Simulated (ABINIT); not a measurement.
# HgS3 (P-6m2) in ABINIT: single point with PBE

Aim: the single point of HgS3 with PBE.

Everything below comes from runs of ABINIT 10.8.3 (patched build). Logs are shortened: lines on timing, memory, paths and dates and some standing lists are left out, and cuts for length are marked. The log counts tension as positive stress, the text compression.

## 1. Starting point

The structure is hexagonal, space group P-6m2 (No. 187). Conventional cell: a = 5.166 Å, b = 5.166 Å, c = 4.885 Å, α = 90.00°, β = 90.00°, γ = 120.00°. Hg (site symmetry -6m2) is surrounded by 9 S at 2.98 to 3.22 Å. S (site symmetry 3m) has 2 S at 2.40 to 2.48 Å as nearest neighbours. Around S (site symmetry -6m2) lie 3 Hg at 2.98 Å and 6 S at 3.22 Å.

The cell was built by a generator and needn't be a form met in nature.

## 2. Single point, PBE

run.abi reads:

```
pp_dirpath "./"
pseudos "Hg.GGA_PBE-JTH.xml, S.GGA_PBE-JTH.xml"

acell 3*1.0 Angstrom
rprim
     5.1661613600     0.0000000000     0.0000000000
    -2.5830806800     4.4740269800     0.0000000000
     0.0000000000     0.0000000000     4.8846890200
ntypat 2
znucl 80 16
natom 4
typat 1 2 2 2
xred
     0.0000000000     0.0000000000     0.5000000000
     0.6666666700     0.3333333300     0.7461026700
     0.6666666700     0.3333333300     0.2538973300
     0.3333333300     0.6666666700     0.5000000000

ecut 16.0
pawecutdg 32.0
pawxcdev 0

kptopt 1
ngkpt 4 4 4
nshiftk 1
shiftk 0.0 0.0 0.0

ixc 11

nband 19
occopt 3
tsmear 0.00183747

nstep 100
tolvrs 1.0e-9

iomode 3
prtwf 0
prteig 0
prtebands 0
prtvol 2
prtden 1
prtvha 1
prtvclmb 1
prtpot 1
```

Potentials or basis: JTH PAW PBE v2.0.

Launch:

```console
abinit run.abi > log 2>&1
```

run.abo:

```text
.Version 10.8.3 of ABINIT
 Symmetries : space group P-6 m 2 (#187); Bravais hP (primitive hexag.)
================================================================================
 Values of the parameters that define the memory need of the present run
     intxc =       0    ionmov =       0      iscf =      17    lmnmax =      18
     lnmax =       6     mgfft =      36  mpssoang =       3    mqgrid =    3001
     natom =       4  nloc_mem =       2    nspden =       1   nspinor =       1
    nsppol =       1      nsym =      12    n1xccc =       1    ntypat =       2
    occopt =       3   xclevel =       2
       mpw =        2339          nfft =       46656          nkpt =          12
 PAW method is used; the additional fine FFT grid is defined by:
   mgfftf=        50    nfftf =    120000
================================================================================
================================================================================

--------------------------------------------------------------------------------
------------- Echo of variables that govern the present computation ------------
--------------------------------------------------------------------------------
 -outvars: echo values of preprocessed input variables --------
            acell      1.8897261259E+00  1.8897261259E+00  1.8897261259E+00 Bohr
              amu      2.00590000E+02  3.20660000E+01
             ecut      1.60000000E+01 Hartree
              ixc          11
         kptrlatt        4    0    0      0    4    0      0    0    4
          kptrlen      3.69228978E+01
            natom           4
            nband          19
            ngfft          36      36      36
          ngfftdg          50      50      48
             nkpt          12
            nstep         100
             nsym          12
           ntypat           2
           occopt           3
        pawecutdg      3.20000000E+01 Hartree
         pawxcdev           0
        prtebands           0
           prteig           0
           prtpot           1
         prtvclmb           1
           prtvha           1
           prtvol           2
            prtwf           0
            rprim      5.1661613600E+00  0.0000000000E+00  0.0000000000E+00
                      -2.5830806800E+00  4.4740269800E+00  0.0000000000E+00
                       0.0000000000E+00  0.0000000000E+00  4.8846890200E+00
          spgroup         187
           tolvrs      1.00000000E-09
           tsmear      1.83747000E-03 Hartree
            typat      1  2  2  2
           useylm           1
           xangst      0.0000000000E+00  0.0000000000E+00  2.4423445100E+00
                       2.5830806800E+00  1.4913423267E+00  3.6444795199E+00
                       2.5830806800E+00  1.4913423267E+00  1.2402095001E+00
                       2.1774266422E-16  2.9826846533E+00  2.4423445100E+00
            xcart      0.0000000000E+00  0.0000000000E+00  4.6153622290E+00
                       4.8813150463E+00  2.8182285574E+00  6.8870681642E+00
                       4.8813150463E+00  2.8182285574E+00  2.3436562939E+00
                       4.1147400130E-16  5.6364571147E+00  4.6153622290E+00
             xred      0.0000000000E+00  0.0000000000E+00  5.0000000000E-01
                       6.6666666667E-01  3.3333333333E-01  7.4610267000E-01
                       6.6666666667E-01  3.3333333333E-01  2.5389733000E-01
                       3.3333333333E-01  6.6666666667E-01  5.0000000000E-01
            znucl       80.00000   16.00000

================================================================================

 chkinp: Checking input parameters for consistency.

================================================================================
== DATASET  1 ==================================================================

--- !DatasetInfo
iteration_state: {dtset: 1, }
dimensions: {natom: 4, nkpt: 12, mband: 19, nsppol: 1, nspinor: 1, nspden: 1, mpw: 2339, }
cutoff_energies: {ecut:  16.0, pawecutdg:  32.0, }
electrons: {nelect:   3.00000000E+01, charge:   0.00000000E+00, occopt:   3.00000000E+00, tsmear:   1.83747000E-03, }
meta: {optdriver: 0, ionmov: 0, optcell: 0, iscf: 17, paral_kgb: 0, }
...

 Exchange-correlation functional for the present dataset will be:
  GGA: Perdew-Burke-Ernzerhof functional - ixc=11
  J.P.Perdew, K.Burke, M.Ernzerhof, PRL 77, 3865 (1996)

 Real(R)+Recip(G) space primitive vectors, cartesian coordinates (Bohr,Bohr^-1):
 R(1)=  9.7626301  0.0000000  0.0000000  G(1)=  0.1024314  0.0591388  0.0000000
 R(2)= -4.8813150  8.4546857  0.0000000  G(2)=  0.0000000  0.1182776  0.0000000
 R(3)=  0.0000000  0.0000000  9.2307245  G(3)=  0.0000000  0.0000000  0.1083339
 Unit cell volume ucvol=  7.6190371E+02 bohr^3
 Angles (23,13,12)=  9.00000000E+01  9.00000000E+01  1.20000000E+02 degrees

 Coarse grid specifications (used for wave-functions):

 getcut: wavevector=  0.0000  0.0000  0.0000  ngfft=  36  36  36
         ecut(hartree)=     16.000   => boxcut(ratio)=   2.04791

[... 127 lines left out ...]
   0.0000  0.0000  0.2500    1  1.13516E-13 kpt; spin; max resid(k); each band:
[... 16 lines left out ...]
  8.11E-15 3.72E-15 3.37E-15 7.33E-14 7.48E-14 1.28E-13 1.23E-13 5.83E-14
  1.14E-13 1.29E-13 9.59E-16 1.80E-14 1.80E-14 1.31E-14 8.75E-15 8.82E-15
  9.25E-15 3.19E-15 5.47E-15
   0.2500  0.0000  0.5000    1  1.44020E-13 kpt; spin; max resid(k); each band:
  5.97E-15 5.70E-15 1.37E-14 6.36E-14 1.44E-13 9.02E-14 8.50E-14 8.65E-14
  5.39E-14 6.44E-14 1.23E-14 6.14E-14 2.86E-14 6.26E-15 1.69E-14 4.62E-14
  3.17E-15 1.69E-14 5.32E-15
   0.5000  0.0000  0.5000    1  1.80310E-13 kpt; spin; max resid(k); each band:
  4.32E-15 8.11E-15 1.50E-14 1.80E-13 8.28E-14 1.30E-13 1.17E-13 1.09E-13
  1.18E-13 1.91E-15 3.35E-14 3.93E-14 6.80E-15 3.42E-15 7.45E-15 3.12E-15
  4.03E-14 1.14E-14 1.24E-14
   0.2500  0.2500  0.5000    1  1.62348E-13 kpt; spin; max resid(k); each band:
  6.26E-15 7.92E-15 1.19E-14 7.76E-14 1.62E-13 1.39E-13 1.07E-13 1.18E-13
  1.40E-13 4.18E-14 3.78E-15 2.77E-14 4.32E-14 1.25E-14 9.07E-15 2.77E-15
  1.75E-14 1.23E-14 8.08E-15
 reduced coordinates (array xred) for    4 atoms
       0.000000000000      0.000000000000      0.500000000000
       0.666666666667      0.333333333333      0.746102670000
       0.666666666667      0.333333333333      0.253897330000
       0.333333333333      0.666666666667      0.500000000000
 rms dE/dt=  5.7085E-02; max dE/dt=  1.3983E-01; dE/dt below (all hartree)
    1       0.000000000000      0.000000000000      0.000000000000
    2       0.000000000000      0.000000000000     -0.139828656533
    3       0.000000000000      0.000000000000      0.139828656533
    4       0.000000000000      0.000000000000      0.000000000000

 cartesian coordinates (angstrom) at end:
    1      0.00000000000000     0.00000000000000     2.44234451000000
    2      2.58308068000000     1.49134232666667     3.64447951994168
    3      2.58308068000000     1.49134232666667     1.24020950005832
    4      0.00000000000000     2.98268465333333     2.44234451000000

 cartesian forces (hartree/bohr) at end:
    1      0.00000000000000     0.00000000000000    -0.00000000000000
    2     -0.00000000000000    -0.00000000000000     0.01514817793217
    3     -0.00000000000000    -0.00000000000000    -0.01514817793217
    4      0.00000000000000     0.00000000000000    -0.00000000000000
 frms,max,avg= 6.1842177E-03 1.5148178E-02   0.000E+00  0.000E+00  0.000E+00 h/b

 cartesian forces (eV/Angstrom) at end:
    1      0.00000000000000     0.00000000000000    -0.00000000000000
    2     -0.00000000000000    -0.00000000000000     0.77895062829950
    3     -0.00000000000000    -0.00000000000000    -0.77895062829950
    4      0.00000000000000     0.00000000000000    -0.00000000000000
 frms,max,avg= 3.1800526E-01 7.7895063E-01   0.000E+00  0.000E+00  0.000E+00 e/A
 length scales=  1.889726125908  1.889726125908  1.889726125908 bohr
              =  1.000000000000  1.000000000000  1.000000000000 angstroms
 Fermi (or HOMO) energy (hartree) =   0.06945   Average Vxc (hartree)=  -0.31068
 Eigenvalues (hartree) for nkpt=  12  k points:
 kpt#   1, nband= 19, wtk=  0.01563, kpt=  0.0000  0.0000  0.0000 (reduced coord)
  -0.43751   -0.34593   -0.28767   -0.15819   -0.15819   -0.14722   -0.14196   -0.14196
  -0.11860   -0.03116   -0.03116    0.01429    0.02257    0.02257    0.03483    0.07574
   0.07574    0.27692    0.28317
      occupation numbers for kpt#   1
   2.00000    2.00000    2.00000    2.00000    2.00000    2.00000    2.00000    2.00000
   2.00000    2.00000    2.00000    2.00000    2.00000    2.00000    2.00000    0.06304
   0.06304    0.00000    0.00000
 kpt#   2, nband= 19, wtk=  0.09375, kpt=  0.2500  0.0000  0.0000 (reduced coord)
  -0.43324   -0.35198   -0.28742   -0.15549   -0.15332   -0.14231   -0.14155   -0.14082
  -0.11854   -0.07379   -0.05627    0.00117    0.02049    0.04869    0.07580    0.08941
   0.09827    0.25866    0.27644
      occupation numbers for kpt#   2
   2.00000    2.00000    2.00000    2.00000    2.00000    2.00000    2.00000    2.00000
   2.00000    2.00000    2.00000    2.00000    2.00000    1.99998    0.06109    0.00004
   0.00000    0.00000    0.00000
 kpt#   3, nband= 19, wtk=  0.04688, kpt=  0.5000  0.0000  0.0000 (reduced coord)
[... 64 lines left out ...]
  -0.39171   -0.36868   -0.35554   -0.14689   -0.14610   -0.14400   -0.14235   -0.13651
  -0.08190   -0.05812   -0.02366    0.02024    0.03555    0.05419    0.05682    0.06554
   0.08942    0.11855    0.22705
      occupation numbers for kpt#  11
   2.00000    2.00000    2.00000    2.00000    2.00000    2.00000    2.00000    2.00000
   2.00000    2.00000    2.00000    2.00000    2.00000    1.99951    1.99793    1.78733
   0.00004    0.00000    0.00000
 kpt#  12, nband= 19, wtk=  0.09375, kpt=  0.2500  0.2500  0.5000 (reduced coord)
  -0.39216   -0.36867   -0.35467   -0.14738   -0.14615   -0.14559   -0.14086   -0.13937
  -0.09574   -0.01783   -0.01757    0.00845    0.01588    0.05051    0.06101    0.06792
   0.08525    0.11363    0.22926
      occupation numbers for kpt#  12
   2.00000    2.00000    2.00000    2.00000    2.00000    2.00000    2.00000    2.00000
   2.00000    2.00000    2.00000    2.00000    2.00000    1.99993    1.97999    1.39325
   0.00037    0.00000    0.00000
 Total charge density [el/Bohr^3]
)     Maximum=    5.9436E-01  at reduced coord.    0.0000    0.0000    0.5000
)Next maximum=    5.8214E-01  at reduced coord.    0.0000    0.0000    0.5208
)     Minimum=   -2.0718E-01  at reduced coord.    0.3200    0.6600    0.5000
)Next minimum=   -2.0718E-01  at reduced coord.    0.3400    0.6600    0.5000
   Integrated=    3.0000E+01

--- !EnergyTerms
iteration_state     : {dtset: 1, }
comment             : Components of total free energy in Hartree
kinetic             :  2.32480697451546E+01
hartree             :  1.73501769891203E+01
xc                  : -1.40154902468324E+01
Ewald energy        : -5.58411332881865E+01
psp_core            :  2.06628855577191E+00
local_psp           : -5.23742398955857E+01
PAW spherical_terms :  6.50429730375004E+00
internal            : -7.30620308368077E+01
'-kT*entropy'       : -1.85898940911555E-03
total_energy        : -7.30638898262168E+01
total_energy_eV     : -1.98816972669499E+03
...

--- !EnergyTermsDC
iteration_state     : {dtset: 1, }
comment             : '"Double-counting" decomposition of free energy'
band_energy         : -3.76673716429614E+00
Ewald energy        : -5.58411332881865E+01
psp_core            :  2.06628855577191E+00
xc_dc               : -1.64736025471501E+01
PAW spherical_terms :  9.53160409082951E-01
internal            : -7.30620240347778E+01
'-kT*entropy'       : -1.85898940911555E-03
total_energy_dc     : -7.30638830241869E+01
total_energy_dc_eV  : -1.98816954160233E+03
...

--- !EnergyTermsWithPAWCore
iteration_state     : {dtset: 1, }
comment             : 'Components of total free energy, including PAW core contributions'
Total energy        : -2.08201799315776E+04
Total energy DC     : -2.08201799247755E+04
Total energy (eV)   : -5.66545957828979E+05
Total energy DC (eV): -5.66545957643887E+05
...

 Cartesian components of stress tensor (hartree/bohr^3)
  sigma(1 1)=  2.17435050E-04  sigma(3 2)=  0.00000000E+00
  sigma(2 2)=  2.17435048E-04  sigma(3 1)=  0.00000000E+00
  sigma(3 3)=  1.22550107E-04  sigma(2 1)=  0.00000000E+00

-Cartesian components of stress tensor (GPa)         [Pressure= -5.4666E+00 GPa]
- sigma(1 1)=  6.39716005E+00  sigma(3 2)=  0.00000000E+00
- sigma(2 2)=  6.39715996E+00  sigma(3 1)=  0.00000000E+00
- sigma(3 3)=  3.60554863E+00  sigma(2 1)=  0.00000000E+00

== END DATASET(S) ==============================================================
================================================================================

 -outvars: echo values of variables after computation  --------
            acell      1.8897261259E+00  1.8897261259E+00  1.8897261259E+00 Bohr
           etotal     -7.3063883024E+01
            fcart      5.5162291260E-28  3.1847963692E-28 -0.0000000000E+00
                      -3.3097374756E-28 -1.9108778215E-28  1.5148177932E-02
                      -3.3097374756E-28 -1.9108778215E-28 -1.5148177932E-02
                       1.1032458252E-28  6.3695927385E-29 -0.0000000000E+00
            rprim      5.1661613600E+00  0.0000000000E+00  0.0000000000E+00
                      -2.5830806800E+00  4.4740269800E+00  0.0000000000E+00
                       0.0000000000E+00  0.0000000000E+00  4.8846890200E+00
           strten      2.1743505045E-04  2.1743504758E-04  1.2255010696E-04
                       0.0000000000E+00  0.0000000000E+00  0.0000000000E+00
           xangst      0.0000000000E+00  0.0000000000E+00  2.4423445100E+00
                       2.5830806800E+00  1.4913423267E+00  3.6444795199E+00
                       2.5830806800E+00  1.4913423267E+00  1.2402095001E+00
                       2.1774266422E-16  2.9826846533E+00  2.4423445100E+00
             xred      0.0000000000E+00  0.0000000000E+00  5.0000000000E-01
                       6.6666666667E-01  3.3333333333E-01  7.4610267000E-01
                       6.6666666667E-01  3.3333333333E-01  2.5389733000E-01
                       3.3333333333E-01  6.6666666667E-01  5.0000000000E-01
 Calculation completed.
```

Wall time 34 s (1 thread of Arm Neoverse V2, shared host); peak memory 0.14 GiB.

Results:

```yaml
Free_energy: -1988.1695 eV
Pressure: -5.5 GPa
Largest_force: 0.779 eV/Å
Band_gap_on_the_k_mesh: none (metal or under the smearing width)
Valence_electrons_inside_the_program's_atomic_spheres: Hg 9.81; S 3.39, 3.36
```

Forces on the atoms (eV/Å):
```
Hg   0.000  0.000  0.000
S    0.000  0.000  0.779
S    0.000  0.000 -0.779
S    0.000  0.000  0.000
```

Levels at points of the mesh, in eV from the Fermi level:
```tsv
k point	band 11	band 12	band 13	band 14	band 15	band 16	band 17	band 18	band 19
(0.00, 0.00, 0.00)	-2.74	-1.50	-1.28	-1.28	-0.94	0.17	0.17	5.65	5.82
(0.50, 0.00, 0.00)	-3.93	-1.54	-1.31	-0.06	0.17	0.65	1.02	5.65	5.96
(0.00, 0.00, 0.50)	-1.47	-1.32	-1.32	-1.32	-1.02	-1.02	-0.54	-0.10	4.10
(0.50, 0.00, 0.50)	-2.53	-1.34	-0.92	-0.42	-0.34	-0.11	0.54	1.34	4.29
```
